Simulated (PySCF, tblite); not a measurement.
# C₆H₇F₃O₂S₂Si: excited states

Aim: compute the excited states of C₆H₇F₃O₂S₂Si (`CSC1=CC=C(S(=O)(=O)C(F)(F)F)[SiH2]1`).

Computed with tblite 0.8.0 and PySCF 2.14.0 and routines of our own; the level stands in each step. Atoms count from 0.

## 1. The starting structure

21 atoms, charge 0, multiplicity 1; geometry from: force field or distance geometry start.

## 2. Geometry optimisation with GFN2-xTB

Job settings and geometry (Å):

```
{"job": {"kind": "relax", "xc": "GFN2-xTB", "basis": "xTB"}, "charge": 0, "multiplicity": 1}
C      3.518700     2.011400     1.843700
S      3.265200     0.535600     0.839900
C      1.525600     0.173900     0.585600
C      0.503900     0.877500     1.017900
C     -0.785900     0.412800     0.706600
C     -0.879300    -0.666900    -0.026700
S     -2.351100    -1.442700    -0.574800
O     -3.393700    -1.121500     0.442900
O     -2.078800    -2.922600    -0.719600
C     -2.885200    -0.825300    -2.139400
F     -4.048500    -1.420800    -2.606600
F     -1.898900    -0.771800    -3.089000
F     -3.255300     0.507600    -1.887300
Si     0.859400    -1.258300    -0.390600
H      3.239200     2.894300     1.201200
H      2.806000     2.005200     2.721000
H      4.529200     2.021500     2.232900
H      0.687200     1.782200     1.642600
H     -1.718900     0.941400     1.038200
H      1.199100    -1.187800    -1.785700
H      1.153300    -2.528700     0.256300
```

On the command line:

```
> OMP_NUM_THREADS=1 python excited_run.py task.json out
```

This one command runs all jobs of the session in turn.

Standard output:

```text
step      E/eV     max force
  0   -1274.65664    6.534
  1   -1275.59106    1.736
  2   -1275.71172    0.719
  3   -1275.76189    0.460
  4   -1275.81308    0.412
  5   -1275.82712    0.400
  6   -1275.83748    0.292
  7   -1275.84627    0.287
  8   -1275.85680    0.206
  9   -1275.86382    0.187
 10   -1275.86910    0.203
 11   -1275.87511    0.231
 12   -1275.88111    0.209
 13   -1275.88589    0.141
 14   -1275.88944    0.139
 15   -1275.89267    0.143
 16   -1275.89593    0.138
 17   -1275.89871    0.116
 18   -1275.90060    0.091
 19   -1275.90191    0.081
 20   -1275.90312    0.103
 21   -1275.90437    0.097
 22   -1275.90570    0.087
 23   -1275.90714    0.092
 24   -1275.90875    0.088
 25   -1275.91056    0.106
 26   -1275.91246    0.102
 27   -1275.91409    0.093
 28   -1275.91524    0.069
 29   -1275.91608    0.080
 30   -1275.91695    0.086
 31   -1275.91805    0.105
 32   -1275.91930    0.104
 33   -1275.92040    0.079
 34   -1275.92125    0.063
 35   -1275.92207    0.073
 36   -1275.92311    0.082
 37   -1275.92431    0.080
 38   -1275.92535    0.069
 39   -1275.92602    0.052
 40   -1275.92647    0.056
 41   -1275.92689    0.050
 42   -1275.92731    0.046
 43   -1275.92769    0.048
 44   -1275.92804    0.051
 45   -1275.92840    0.045
 46   -1275.92879    0.046
 47   -1275.92920    0.045
 48   -1275.92961    0.054
 49   -1275.93005    0.047
 50   -1275.93056    0.052
 51   -1275.93114    0.052
 52   -1275.93173    0.054
 53   -1275.93233    0.064
 54   -1275.93298    0.072
 55   -1275.93365    0.075
 56   -1275.93424    0.052
 57   -1275.93468    0.049
 58   -1275.93501    0.045
 59   -1275.93526    0.049
 60   -1275.93541    0.033
 61   -1275.93551    0.023
 62   -1275.93557    0.018
 63   -1275.93564    0.024
 64   -1275.93574    0.032
 65   -1275.93588    0.030
 66   -1275.93605    0.037
 67   -1275.93625    0.040
 68   -1275.93649    0.046
 69   -1275.93678    0.040
 70   -1275.93703    0.034
 71   -1275.93719    0.031
 72   -1275.93729    0.026
 73   -1275.93741    0.028
 74   -1275.93755    0.033
 75   -1275.93770    0.031
 76   -1275.93781    0.025
 77   -1275.93788    0.018
 78   -1275.93796    0.025
 79   -1275.93806    0.027
 80   -1275.93815    0.022
 81   -1275.93824    0.024
 82   -1275.93833    0.032
 83   -1275.93844    0.039
 84   -1275.93856    0.028
 85   -1275.93865    0.021
 86   -1275.93871    0.022
 87   -1275.93878    0.031
 88   -1275.93888    0.037
 89   -1275.93901    0.034
 90   -1275.93912    0.022
 91   -1275.93921    0.022
 92   -1275.93929    0.032
 93   -1275.93937    0.031
 94   -1275.93943    0.017
 95   -1275.93947    0.016
 96   -1275.93950    0.017
 97   -1275.93955    0.027
 98   -1275.93962    0.033
 99   -1275.93971    0.027
100   -1275.93978    0.016
101   -1275.93982    0.015
102   -1275.93986    0.023
103   -1275.93994    0.030
104   -1275.94005    0.029
105   -1275.94015    0.019
106   -1275.94022    0.017
107   -1275.94026    0.013
108   -1275.94028    0.011
109   -1275.94030    0.010
```

Run time: 1.8 s. Hardware: 1 thread of Arm Neoverse V1, shared host; peak memory 0.18 GiB.

Along the way: (not every step is listed)

| step | energy from step 0 (eV) | largest force (eV/Å) |
| --- | --- | --- |
| 0 | 0.0000 | 6.5342 |
| 1 | -0.9344 | 1.7359 |
| 2 | -1.0551 | 0.7188 |
| 3 | -1.1053 | 0.4602 |
| 4 | -1.1564 | 0.4117 |
| 5 | -1.1705 | 0.3998 |
| 6 | -1.1808 | 0.2923 |
| 7 | -1.1896 | 0.2873 |
| 8 | -1.2002 | 0.2060 |
| 17 | -1.2421 | 0.1160 |
| 26 | -1.2558 | 0.1023 |
| 35 | -1.2654 | 0.0730 |
| 44 | -1.2714 | 0.0512 |
| 53 | -1.2757 | 0.0643 |
| 62 | -1.2789 | 0.0177 |
| 71 | -1.2806 | 0.0306 |
| 80 | -1.2815 | 0.0216 |
| 89 | -1.2824 | 0.0340 |
| 98 | -1.2830 | 0.0327 |
| 104 | -1.2834 | 0.0287 |
| 105 | -1.2835 | 0.0195 |
| 106 | -1.2836 | 0.0171 |
| 107 | -1.2836 | 0.0130 |
| 108 | -1.2836 | 0.0110 |
| 109 | -1.2837 | 0.0104 |

Distances of close pairs at the start and the end, largest changes first:

| bond | before (Å) | after (Å) | change (Å) |
| --- | --- | --- | --- |
| S6–C9 | 1.765 | 1.899 | +0.134 |
| S6–O8 | 1.512 | 1.431 | -0.081 |
| S1–C2 | 1.795 | 1.720 | -0.075 |
| C9–F12 | 1.406 | 1.337 | -0.070 |
| C9–F10 | 1.388 | 1.324 | -0.063 |
| C2–Si13 | 1.857 | 1.920 | +0.063 |
| S6–O7 | 1.492 | 1.429 | -0.063 |
| C0–H15 | 1.130 | 1.085 | -0.045 |

The end geometry stands in the next job.

## 3. Infrared spectrum with GFN2-xTB

Job settings and geometry (Å):

```
{"job": {"kind": "ir", "xc": "GFN2-xTB", "basis": "xTB"}, "charge": 0, "multiplicity": 1}
C      3.278495     1.994135     1.688828
S      3.195109     0.465139     0.701342
C      1.509514     0.151777     0.562301
C      0.493370     0.890044     1.074690
C     -0.822893     0.386005     0.800041
C     -0.877188    -0.751302     0.081603
S     -2.355838    -1.508183    -0.402564
O     -3.463853    -1.176645     0.437422
O     -2.110134    -2.873989    -0.750047
C     -2.674993    -0.624570    -2.052720
F     -3.753019    -1.064216    -2.684020
F     -1.614534    -0.793183    -2.853123
F     -2.807129     0.689355    -1.846698
Si     0.827548    -1.378097    -0.375296
H      2.784193     2.799541     1.155165
H      2.820568     1.825557     2.658155
H      4.333194     2.218072     1.808230
H      0.611112     1.793288     1.650323
H     -1.703531     0.897347     1.157755
H      1.114410    -1.310315    -1.803746
H      1.206678    -2.612817     0.301291
```

Standard output:

```text
mode    cm-1     km/mol
  1      25.4      0.21
  2      31.8      0.06
  3      40.5      0.40
  4      67.0      1.22
  5      72.9      2.89
  6      99.1      6.43
  7     131.8      3.36
  8     157.8      4.66
  9     169.8      6.57
 10     194.4      0.42
 11     211.3      1.62
 12     267.0      3.30
 13     276.3      6.80
 14     284.1      4.49
 15     292.3      0.03
 16     307.8      2.51
 17     358.9      6.47
 18     403.5     12.12
 19     440.3    116.13
 20     468.0      6.82
 21     473.8      1.83
 22     482.0     74.34
 23     526.7    212.05
 24     535.0     37.46
 25     546.8    100.77
 26     588.7    202.80
 27     619.2      6.40
 28     659.1     19.66
 29     660.6     32.32
 30     716.4      1.98
 31     726.6    191.96
 32     799.3     24.41
 33     885.2      0.74
 34     927.4      0.73
 35     936.0      7.13
 36     969.5    100.40
 37    1008.5     49.22
 38    1076.1    186.68
 39    1084.3    188.22
 40    1105.3      0.49
 41    1124.3     50.63
 42    1159.1    575.27
 43    1217.9      1.41
 44    1279.7     45.51
 45    1283.4    471.26
 46    1304.6      4.23
 47    1443.0      3.41
 48    1443.1      7.62
 49    1460.9    609.41
 50    1579.5     45.70
 51    2317.8    104.98
 52    2322.8    270.48
 53    3037.6      0.46
 54    3047.1      3.49
 55    3066.5      0.31
 56    3087.8      6.08
 57    3104.2     22.53
```

Run time: 1.9 s. Hardware: 1 thread of Arm Neoverse V1, shared host; peak memory 0.18 GiB.

Which atoms move in the most intense modes:

| cm⁻¹ | km/mol | atoms |
| --- | --- | --- |
| 527 | 212.1 | C2 22 %, H19 20 %, H20 15 % |
| 589 | 202.8 | Si13 20 %, C3 19 %, S6 19 % |
| 727 | 192.0 | H19 44 %, H20 43 % |
| 1084 | 188.2 | C9 63 %, F12 20 % |
| 1159 | 575.3 | O8 22 %, C9 22 %, O7 20 %, S6 19 % |
| 1283 | 471.3 | S6 39 %, O7 24 %, O8 23 % |
| 1461 | 609.4 | C3 35 %, C2 34 %, C5 16 %, C4 15 % |
| 2323 | 270.5 | H20 79 %, H19 17 % |

## 4. Excited states: TDA BHandHLYP/def2-SVP

Settings changed since step 3:

```diff
@@ -1,2 +1,2 @@
-{"job": {"kind": "ir", "xc": "GFN2-xTB", "basis": "xTB"}, "charge": 0, "multiplicity": 1}
+{"job": {"kind": "states", "xc": "BHandHLYP", "basis": "def2-SVP", "tda": true, "soc": true, "nstates": 8, "ntriplets": 6, "nquad": 4}, "charge": 0, "multiplicity": 1}
 C      3.278495     1.994135     1.688828
```

With the program's defaults for keys left out, this is: TDA BHandHLYP/def2-SVP excited states, vertical, gas phase, spin-orbit mean-field couplings.

Standard output:

```text
coarse grid: 21160 points
cycle   1  E = -1766.8070806688  dE =  3.410e+00  |g| = 1.464e+00  |ddm| = 5.477e+00
cycle   2  E = -1766.3544669243  dE =  4.526e-01  |g| = 2.194e+00  |ddm| = 3.352e+00
cycle   3  E = -1767.2265464341  dE = -8.721e-01  |g| = 1.624e-01  |ddm| = 2.228e+00
cycle   4  E = -1767.2298883726  dE = -3.342e-03  |g| = 1.136e-01  |ddm| = 2.845e-01
cycle   5  E = -1767.2327784369  dE = -2.890e-03  |g| = 1.413e-02  |ddm| = 1.216e-01
cycle   6  E = -1767.2328285017  dE = -5.006e-05  |g| = 6.051e-03  |ddm| = 2.527e-02
cycle   7  E = -1767.2328374577  dE = -8.956e-06  |g| = 1.875e-03  |ddm| = 8.639e-03
final grid: 197504 points
cycle   8  E = -1767.3781581642  dE = -2.376e-05  |g| = 4.001e-03  |ddm| = 2.490e-02
cycle   9  E = -1767.3781572636  dE =  9.006e-07  |g| = 4.558e-03  |ddm| = 8.895e-03
cycle  10  E = -1767.3781618936  dE = -4.630e-06  |g| = 5.665e-04  |ddm| = 5.157e-03
cycle  11  E = -1767.3781619580  dE = -6.440e-08  |g| = 1.935e-04  |ddm| = 7.705e-04
cycle  12  E = -1767.3781619664  dE = -8.429e-09  |g| = 7.487e-05  |ddm| = 2.800e-04
cycle  13  E = -1767.3781619679  dE = -1.452e-09  |g| = 1.905e-05  |ddm| = 1.122e-04
cycle  14  E = -1767.3781619680  dE = -1.191e-10  |g| = 7.393e-06  |ddm| = 3.665e-05
converged SCF energy = -1767.3781619680

Singlet excitations
state   eV       nm        f     d(h-e)  d(exc)  Lambda  PR(NTO)  |dmu|/D   mu/D   main configurations
  1   3.9026   317.7   0.42354   0.876   3.171   0.706   1.079    2.426    9.679   H->L 0.95
  2   5.5207   224.6   0.00343   1.070   3.342   0.457   1.040    3.212    4.189   H-1->L 0.73, H-3->L 0.10
  3   5.8927   210.4   0.00010   0.809   3.285   0.416   1.099    2.305    6.596   H->L+1 0.88
  4   6.1079   203.0   0.00099   1.177   3.464   0.424   1.108    3.600    3.770   H-3->L 0.51, H-1->L 0.16, H-6->L 0.10
  5   6.2160   199.5   0.02976   1.036   3.408   0.752   1.129                     H-2->L 0.90
  6   6.5798   188.4   0.00042   1.033   3.495   0.419   1.171                     H->L+2 0.80
  7   6.6486   186.5   0.00584   0.441   3.639   0.434   1.168                     H-4->L 0.58, H-3->L 0.16, H-5->L 0.13
  8   6.7539   183.6   0.00248   0.544   3.378   0.496   1.111                     H-8->L 0.37, H-6->L 0.24, H-3->L 0.11

Triplet excitations (Tamm-Dancoff)
state   eV     d(h-e)  d(exc)  Lambda  PR(NTO)   main configurations
  1   2.1750   0.295   2.894   0.711   1.046   H->L 0.90
  2   4.4077   0.380   2.643   0.705   1.488   H-2->L 0.56, H->L+3 0.15
  3   5.1784   0.716   3.148   0.461   1.080   H-1->L 0.58, H-3->L 0.14, H-4->L 0.11
  4   5.3911   1.264   3.227   0.664   1.797   H-2->L 0.26, H->L+3 0.23, H-7->L 0.13
  5   5.5249   0.625   3.089   0.419   1.085   H->L+1 0.73
  6   5.7158   0.971   3.251   0.468   1.160   H-3->L 0.27, H-1->L 0.22, H-6->L 0.14
S1 - T1 = 1.7277 eV

Spin-orbit couplings |<S|Hso|T>| (cm-1)
             T1       T2       T3       T4       T5       T6
S0        0.879    0.751   12.242    1.424  104.246   28.022
S1        0.107    1.274   23.586    0.486   24.334   23.137
S2       16.266   20.091    3.081   16.289    1.399   12.812
S3       16.348   11.159    1.363    3.393    1.548    0.718
S4       20.621   17.938   10.872   18.565    2.148    4.985
S5        1.977    1.222   25.046    1.703   16.669   17.770
S6       18.541   16.694    5.933   13.871    1.246    6.847
S7       37.029   43.866   21.819   46.067    7.172   29.167
S8       50.185   54.619   15.458   59.230    6.091   13.762
T1 sublevels (cm-1): 0.000 0.105 0.108   radiative rates (1/s): 0.131 0.123 0.0394
```

It took 2.4 min on 1 thread of Arm Neoverse V1, shared host; peak memory 0.99 GiB.

In short:

| quantity | value |
| --- | --- |
| S1 less T1 | 1.73 eV |

## 5. Summary of results

| quantity | value |
| --- | --- |
| strongest single infrared mode (GFN2-xTB) | 1461 cm⁻¹, 609 km/mol |
| zero-point energy (GFN2-xTB) | 75.6 kcal/mol |
| S1 less T1 (step 4, TDA BHandHLYP/def2-SVP) | 1.73 eV |

**Reading.** No mode is imaginary among the 57: a minimum at this level. The strongest single mode, at 1461 cm⁻¹, is carried by C3, C2, C5, C4. Unscaled tight-binding wavenumbers are off by several per cent, some by more. Its intensities can rank the bands wrongly. In step 4, the number of triplets below S1 is 1, and the largest singlet-triplet spin-orbit coupling is S0–T5, 104.25 cm⁻¹.
